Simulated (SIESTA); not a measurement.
KNaBi2O6:

```
CELL_PARAMETERS angstrom
4.14096 -4.17726 0.00000
4.14096 4.17726 0.00000
0.00000 0.00000 4.28888
ATOMIC_POSITIONS crystal
Bi 0.50000 0.00000 0.00000
Bi 0.00000 0.50000 0.00000
K 0.50000 0.50000 0.50000
Na 0.00000 0.00000 0.50000
O 0.17835 0.17835 0.00000
O 0.82165 0.82165 0.00000
O 0.68633 0.31367 0.00000
O 0.31367 0.68633 0.00000
O 0.50000 0.00000 0.50000
O 0.00000 0.50000 0.50000
```

The cell comes from a database or a generator and needn't be the stable form of this composition.

* Program: SIESTA 5.4.2
* Task: single point
* Functional: PBE
* Potentials or basis: PseudoDojo 0.4 standard (PBE files)
* Basis: DZP (energy shift 0.003 Ry; two zetas on semicore shells; d shell added on K)
* Grid cutoff: 800 Ry
* Energy shift: 0.003 Ry
* k mesh: 5 × 5 × 6
* Occupations: fermi-dirac, width 0.05 eV
* Spin: no spin polarisation

On this cell: pressure 3.9 GPa; largest force 0.243 eV/Å; band gap on the k mesh none (metal or under the smearing width).

The same run follows on a disturbed copy (atoms moved at random, drawn with an rms of 0.05 Å):

```
Bi K Na O
1.0
     4.14096   -4.17726    0.00000
     4.14096    4.17726    0.00000
     0.00000    0.00000    4.28888
Bi K Na O
2 1 1 6
Direct
  0.50309 0.99676 0.00711
  0.00225 0.49504 0.99962
  0.49654 0.49889 0.50185
  0.99774 0.00645 0.49574
  0.18503 0.18356 0.99808
  0.82002 0.82617 0.99642
  0.68559 0.31586 0.00159
  0.31933 0.69742 0.99340
  0.50857 0.01046 0.49780
  0.99296 0.51101 0.49808
```

What does the disturbed cell give?

The energy (extrapolated to zero smearing) moves by +9.6 meV/atom; pressure 4.4 GPa; largest force 1.353 eV/Å; band gap on the k mesh none (metal or under the smearing width).

Forces on the atoms (eV/Å):
```
Bi   0.734  0.423 -0.482
Bi   0.541  0.581 -0.073
K    0.044 -0.041 -0.051
Na  -0.110 -0.064  0.050
O   -0.325 -0.087 -0.018
O    0.341 -0.731 -0.011
O   -0.016  0.185 -0.037
O   -1.319 -0.297  0.041
O    0.065  0.001  0.498
O    0.049  0.029  0.084
```

Stress tensor (GPa, compression positive):
```
4.50 0.22 0.09
0.22 3.97 0.19
0.09 0.19 4.61
```

Caveats: spin-orbit coupling is left out, which moves the levels of the heavy elements; the basis of atomic orbitals isn't converged, which shifts pressures, moduli and gaps.
